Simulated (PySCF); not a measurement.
# F2CClBr in PySCF: notebook

The runs below take F2CClBr through atomic charges, with MN15-L+D3, PBEsol+D3.

All numbers are computed with PySCF 2.14.0; they aren't measurements. Logs are shortened: lines on timing, memory, paths and dates and some standing lists are left out, and cuts for length are marked.

## 1. The cell of the first run

The cell holds a molecule in a box, 5 atoms: a = 11.000 Å, b = 12.000 Å, c = 12.000 Å, α = 90.00°, β = 90.00°, γ = 90.00°.

## 2. Atomic charges, MN15-L+D3 (atoms moved at random, drawn with an rms of 0.05 Å)

run.py

```python
import json
import numpy as np
from pyscf.pbc import gto, scf, dft, df
from pyscf.pbc.tools import pyscf_ase
from ase.io import read

atoms = read('POSCAR')
cell = pyscf_ase.cell_from_ase(atoms)
cell.basis = '6-31g*'
cell.exp_to_discard = 0
cell.precision = 1e-08
cell.max_memory = 2520  # MB
cell.verbose = 4
cell.build()

res = {}
from pyscf.dispersion import dftd3
d = dftd3.DFTD3Dispersion(cell, xc='mn15l', version='d3zero', atm=False).get_dispersion(grad=True)
print('dispersion energy = %.10f' % d['energy'])
res['e_disp'] = float(d['energy'])

kpts = cell.make_kpts([1, 1, 1])
mf = dft.KRKS(cell, kpts, xc='MGGA_X_MN15_L,MGGA_C_MN15_L')
mf = mf.density_fit()
mf.with_df._cderi = 'cderi.h5'  # three-centre integrals saved by an earlier run on this cell, basis and mesh
mf.conv_tol = 1e-07
mf.max_cycle = 60

mf.kernel()
res.update(converged=bool(mf.converged), e_tot=mf.e_tot, nelec=cell.nelectron, nao=cell.nao, mesh=list(map(int, cell.mesh)), a=cell.lattice_vectors().tolist(), coords=cell.atom_coords().tolist(),
           mo_energy=[np.real(x).tolist() for x in mf.mo_energy], mo_occ=[np.real(x).tolist() for x in mf.mo_occ])
res.update(kpts=cell.get_scaled_kpts(kpts).tolist())
res['parts'] = {k: float(np.real(v)) for k, v in mf.scf_summary.items() if np.isscalar(v)}
json.dump(res, open('results.json', 'w'))
if not mf.converged:
    raise SystemExit('SCF not converged')

print('levels (eV)')
for i, kp in enumerate(res['kpts'][:40]):
    print('k %7.4f %7.4f %7.4f  ' % tuple(kp), ' '.join('%.3f' % (x * 27.211386) for x in res['mo_energy'][i][:43]))

# Mulliken populations
dm, s = np.asarray(mf.make_rdm1()), np.asarray(mf.get_ovlp())
sites = cell.aoslice_by_atom()[:, 2:]
tot = np.einsum('kij,kji->i', dm, s).real / len(kpts)
res['mulliken'] = [cell.atom_charge(i) - tot[a0:a1].sum() for i, (a0, a1) in enumerate(sites)]
print('Mulliken charges', np.round(res['mulliken'], 5))
res['meta_lowdin'] = mf.mulliken_meta()[1].tolist()
res['done'] = True
json.dump(res, open('results.json', 'w'))
```

POSCAR

```
CBrClF2
1.0
   11.0000000000      0.0000000000      0.0000000000
    0.0000000000     12.0000000000      0.0000000000
    0.0000000000      0.0000000000     12.0000000000
F C F Cl Br
1 1 1 1 1
Direct
    0.4133940000      0.4720720000      0.5987380000
    0.5119690000      0.4623160000      0.5361330000
    0.5922550000      0.3946880000      0.5875210000
    0.4761280000      0.4109130000      0.4067040000
    0.5866800000      0.6083740000      0.5219720000
```

Potentials or basis: 6-31g* (all-electron).

Run with:

```bash
$ OMP_NUM_THREADS=2 python -u run.py > log
```

Standard output:

```text
Discarded 0 diffused primitive functions, 0 contracted functions

PySCF version 2.14.0

[INPUT] verbose = 4
[INPUT] num. atoms = 5
[INPUT] num. electrons = 76
[INPUT] charge = 0
[INPUT] spin (= nelec alpha-beta = 2S) = 0
[INPUT] symmetry False subgroup None
[INPUT] Mole.unit = angstrom
[INPUT] Symbol           X                Y                Z      unit          X                Y                Z       unit  Magmom
[INPUT]  1 F      4.547334000000   5.664864000000   7.184856000000 AA    8.593215856923  10.705041492908  13.577410084438 Bohr   0.0
[INPUT]  2 C      5.631659000000   5.547792000000   6.433596000000 AA   10.642293136942  10.483807476053  12.157734436097 Bohr   0.0
[INPUT]  3 F      6.514805000000   4.736256000000   7.050252000000 AA   12.311197204947   8.950226695828  13.323045389167 Bohr   0.0
[INPUT]  4 Cl     5.237408000000   4.930956000000   4.880448000000 AA    9.897266722606   9.318156372281   9.222710085181 Bohr   0.0
[INPUT]  5 Br     6.453480000000   7.300488000000   6.263664000000 AA   12.195309750358  13.795922895674  11.836609496298 Bohr   0.0

nuclear repulsion = 82.5357904095844
number of shells = 38
number of NR pGTOs = 227
number of NR cGTOs = 92
basis = 6-31g*
ecp = {}
lattice vectors  a1 [20.786987370, 0.000000000, 0.000000000]
                 a2 [0.000000000, 22.676713495, 0.000000000]
                 a3 [0.000000000, 0.000000000, 22.676713495]
dimension = 3
low_dim_ft_type = None
Cell volume = 10689.4
exp_to_discard = 0
rcut = 22.994542959048783 (nimgs = [2 2 2])
precision = 1e-08
pseudo = None
ke_cutoff = 7454945.320861678
    = [25551 27873 27873] mesh (19850677400079 PWs)
dispersion energy = -0.0000226489

******** <class 'pyscf.pbc.dft.krks.KRKS'> ********
method = KRKS
initial guess = minao
damping factor = 0
level_shift factor = 0
DIIS = <class 'pyscf.scf.diis.CDIIS'>
diis_start_cycle = 1
diis_space = 8
diis_damp = 0
SCF conv_tol = 1e-07
SCF conv_tol_grad = None
SCF max_cycles = 60
direct_scf = True
direct_scf_tol = 1e-13

******** PBC SCF flags ********
N kpts = 1
Exchange divergence treatment (exxdiv) = ewald
    madelung (= occupied orbital energy shift) = 0.1284725335167637
    Total energy shift due to Ewald probe charge = -1/2 * Nelec*madelung = -4.88195627364
DF object = <pyscf.pbc.df.df.GDF object>
XC functionals = MGGA_X_MN15_L,MGGA_C_MN15_L
small_rho_cutoff = 0
radial grids:
    Treutler-Ahlrichs [JCP 102, 346 (1995); DOI:10.1063/1.469408] (M4) radial grids

becke partition: Becke, JCP 88, 2547 (1988); DOI:10.1063/1.454033
pruning grids: <function nwchem_prune>
grids dens level: 3
symmetrized grids: False
atomic radii adjust function: <function treutler_atomic_radii_adjust>
Set gradient conv threshold to 0.000316228

******** <class 'pyscf.pbc.df.rsdf_builder._RSNucBuilder'> ********
mesh = [41 45 45] (83025 PWs)
ke_cutoff = 18.27286425732629
omega = 0.5369717389902312
exclude_d_aux = False
exclude_dd_block = True
j2c_eig_always = False
has_long_range = True
tot grids = 81946
cell vol = 10689.3618  sum(weights) = 10686.3347
nelec by numeric integration = 75.99998290851927
init E= -3272.44387192765
  HOMO = -0.263862519908  LUMO = -0.00460904388778  gap/eV = 7.05465
nelec by numeric integration = 75.99998362153156
cycle= 1 E= -3271.48222232633  delta_E= 0.962  |g|= 0.748  |ddm|= 2.52
  HOMO = -0.286209032612  LUMO = -0.110536003599  gap/eV = 4.78031
nelec by numeric integration = 75.99998409673101
cycle= 2 E= -3271.27097588408  delta_E= 0.211  |g|= 1.29  |ddm|= 1.35
  HOMO = -0.272182533844  LUMO = -0.0417330772749  gap/eV = 6.27085
nelec by numeric integration = 75.99998395925319
cycle= 3 E= -3271.59215499894  delta_E= -0.321  |g|= 0.0602  |ddm|= 0.921
  HOMO = -0.269204592461  LUMO = -0.042569997334  gap/eV = 6.16704
nelec by numeric integration = 75.99998393027337
cycle= 4 E= -3271.59246196954  delta_E= -0.000307  |g|= 0.0388  |ddm|= 0.105
  HOMO = -0.271571676102  LUMO = -0.0420365160983  gap/eV = 6.24597
nelec by numeric integration = 75.99998394528619
cycle= 5 E= -3271.59276923144  delta_E= -0.000307  |g|= 0.00872  |ddm|= 0.0532
  HOMO = -0.271054784544  LUMO = -0.0420234464558  gap/eV = 6.23226
nelec by numeric integration = 75.99998394582973
cycle= 6 E= -3271.59278571973  delta_E= -1.65e-05  |g|= 0.000927  |ddm|= 0.00904
  HOMO = -0.270971153666  LUMO = -0.041971335551  gap/eV = 6.23140
nelec by numeric integration = 75.99998394449693
cycle= 7 E= -3271.59278591583  delta_E= -1.96e-07  |g|= 0.000315  |ddm|= 0.00188
  HOMO = -0.271002255068  LUMO = -0.0419941211876  gap/eV = 6.23163
nelec by numeric integration = 75.99998394507557
cycle= 8 E= -3271.59278594623  delta_E= -3.04e-08  |g|= 4.77e-05  |ddm|= 0.000564
  HOMO = -0.270997916508  LUMO = -0.0419925989629  gap/eV = 6.23155
nelec by numeric integration = 75.99998394498219
Extra cycle  E= -3271.59278594617  delta_E= 6.14e-11  |g|= 5.49e-05  |ddm|= 0.0001
converged SCF energy = -3271.59278594617
levels (eV)
k  0.0000  0.0000  0.0000   -13118.468 -2754.729 -1690.348 -1528.699 -1528.565 -1528.563 -669.960 -669.730 -283.379 -256.834 -234.312 -195.867 -195.476 -195.474 -176.807 -176.310 -176.305 -69.326 -69.205 -69.202 -68.861 -68.861 -36.190 -34.478 -24.195 -20.986 -17.732 -15.403 -14.509 -14.106 -11.652 -11.374 -10.993 -9.597 -8.867 -8.772 -7.552 -7.374 -1.143 1.036 3.236 4.342 7.243
Mulliken charges [-0.30691  0.57453 -0.32382  0.06145 -0.00526]
 ** Mulliken pop on meta-lowdin orthogonal AOs **
 ** Mulliken pop  **
pop of  0 F 1s            1.99993
pop of  0 F 2s            1.84120
pop of  0 F 3s            0.00359
pop of  0 F 2px           1.66095
pop of  0 F 2py           1.91916
pop of  0 F 2pz           1.79253
pop of  0 F 3px           0.00087
pop of  0 F 3py           0.00182
pop of  0 F 3pz           0.00160
pop of  0 F 3dxy          0.00154
pop of  0 F 3dyz          0.00085
pop of  0 F 3dz^2         0.00153
pop of  0 F 3dxz          0.00431
pop of  0 F 3dx2-y2       0.00257
pop of  1 C 1s            1.99990
pop of  1 C 2s            0.98427
pop of  1 C 3s            0.00828
pop of  1 C 2px           0.72620
pop of  1 C 2py           0.86656
pop of  1 C 2pz           0.82112
pop of  1 C 3px           0.01418
pop of  1 C 3py           0.00748
pop of  1 C 3pz           0.01179
pop of  1 C 3dxy          0.00573
pop of  1 C 3dyz          0.00505
pop of  1 C 3dz^2         0.00606
pop of  1 C 3dxz          0.00634
pop of  1 C 3dx2-y2       0.00523
pop of  2 F 1s            1.99993
pop of  2 F 2s            1.85282
pop of  2 F 3s            0.00355
pop of  2 F 2px           1.75818
pop of  2 F 2py           1.77881
pop of  2 F 2pz           1.84110
pop of  2 F 3px           0.00105
pop of  2 F 3py           0.00142
pop of  2 F 3pz           0.00169
pop of  2 F 3dxy          0.00301
pop of  2 F 3dyz          0.00186
pop of  2 F 3dz^2         0.00131
pop of  2 F 3dxz          0.00219
pop of  2 F 3dx2-y2       0.00162
pop of  3 Cl 1s           2.00000
pop of  3 Cl 2s           1.99988
pop of  3 Cl 3s           1.86483
pop of  3 Cl 4s           0.00743
pop of  3 Cl 2px          1.99998
pop of  3 Cl 2py          1.99997
pop of  3 Cl 2pz          1.99994
pop of  3 Cl 3px          1.90419
pop of  3 Cl 3py          1.84643
pop of  3 Cl 3pz          1.35624
pop of  3 Cl 4px          0.00207
pop of  3 Cl 4py          0.00298
pop of  3 Cl 4pz          0.00999
pop of  3 Cl 3dxy         0.00071
pop of  3 Cl 3dyz         0.00430
pop of  3 Cl 3dz^2        0.00660
pop of  3 Cl 3dxz         0.00285
pop of  3 Cl 3dx2-y2      0.00056
pop of  4 Br 1s           2.00000
pop of  4 Br 2s           1.99990
pop of  4 Br 3s           1.99843
pop of  4 Br 4s           1.92873
pop of  4 Br 5s           0.00646
pop of  4 Br 2px          1.99999
pop of  4 Br 2py          1.99999
pop of  4 Br 2pz          1.99999
pop of  4 Br 3px          1.99985
pop of  4 Br 3py          1.99974
pop of  4 Br 3pz          1.99988
pop of  4 Br 4px          1.81806
pop of  4 Br 4py          1.29854
pop of  4 Br 4pz          1.96592
pop of  4 Br 5px          0.00262
pop of  4 Br 5py          0.00771
pop of  4 Br 5pz          0.00199
pop of  4 Br 3dxy         1.99971
pop of  4 Br 3dyz         1.99973
pop of  4 Br 3dz^2        1.99972
pop of  4 Br 3dxz         1.99973
pop of  4 Br 3dx2-y2      1.99972
pop of  4 Br 4dxy         0.00530
pop of  4 Br 4dyz         0.00183
pop of  4 Br 4dz^2        0.00259
pop of  4 Br 4dxz         0.00080
pop of  4 Br 4dx2-y2      0.00430
pop of  4 Br 5dxy         0.00024
pop of  4 Br 5dyz         0.00009
pop of  4 Br 5dz^2        0.00013
pop of  4 Br 5dxz         0.00004
pop of  4 Br 5dx2-y2      0.00019
 ** Mulliken atomic charges  **
charge of    0F =     -0.23244
charge of    1C =      0.53183
charge of    2F =     -0.24853
charge of    3Cl =     -0.00895
charge of    4Br =     -0.04191
```

It took 42 s on 2 threads of Intel Xeon at 2.50GHz (Skylake/Cascade Lake), shared host; peak memory 1.9 GiB.

What came out:

```
Free energy                     : -89024.5756 eV
Gap between the frontier levels : 6.23 eV
Meta-löwdin charges             : F -0.23, -0.25; C +0.53; Cl -0.01; Br -0.04 e
Dispersion energy per atom      : 0.000 eV
```

Levels at points of the mesh, in eV from the valence-band top:
```
           k point  band 34  band 35  band 36  band 37  band 38  band 39  band 40  band 41  band 42  band 43
(0.00, 0.00, 0.00)    -2.22    -1.49    -1.40    -0.18     0.00     6.23     8.41    10.61    11.72    14.62
```

Caveat: this is a molecule in a periodic box at the Γ point, so its band gap is the HOMO-LUMO gap; the energy listed adds the dispersion energy to the SCF energy of the log; population charges move with the basis; relativity is left out, which matters for the heavier elements; the basis of atomic orbitals isn't converged, which shifts pressures, moduli and gaps.

## 3. Atomic charges, PBEsol+D3 (atoms moved at random, drawn with an rms of 0.05 Å)

Edit run.py of step 2 so:

```diff
@@ -17,3 +17,3 @@
 from pyscf.dispersion import dftd3
-d = dftd3.DFTD3Dispersion(cell, xc='mn15l', version='d3zero', atm=False).get_dispersion(grad=True)
+d = dftd3.DFTD3Dispersion(cell, xc='pbesol', version='d3zero', atm=False).get_dispersion(grad=True)
 print('dispersion energy = %.10f' % d['energy'])
@@ -22,3 +22,3 @@
 kpts = cell.make_kpts([1, 1, 1])
-mf = dft.KRKS(cell, kpts, xc='MGGA_X_MN15_L,MGGA_C_MN15_L')
+mf = dft.KRKS(cell, kpts, xc='pbesol')
 mf = mf.density_fit()
```

POSCAR is that of step 2.

Potentials or basis: 6-31g* (all-electron).

Run with:

```bash
$ OMP_NUM_THREADS=2 python -u run.py > log
```

Wall time 39 s (2 threads of Intel Xeon at 2.50GHz (Skylake/Cascade Lake), shared host); peak memory 1.9 GiB.

The run converged. Its results:

| Item | Value |
| --- | --- |
| Free energy | -88924.4565 eV |
| Gap between the frontier levels | 5.13 eV |
| Meta-löwdin charges | F -0.19, -0.21; C +0.44; Cl +0.01; Br -0.05 e |
| Dispersion energy per atom | -0.004 eV |

Levels at points of the mesh, in eV from the valence-band top:
```csv
k point,band 35,band 36,band 37,band 38,band 39,band 40,band 41,band 42
"(0.00, 0.00, 0.00)",-1.43,-1.22,-0.17,0.00,5.13,6.93,8.92,9.89
```

Caveat: this is a molecule in a periodic box at the Γ point, so its band gap is the HOMO-LUMO gap; the energy listed adds the dispersion energy to the SCF energy of the log; population charges move with the basis; relativity is left out, which matters for the heavier elements; the basis of atomic orbitals isn't converged, which shifts pressures, moduli and gaps.
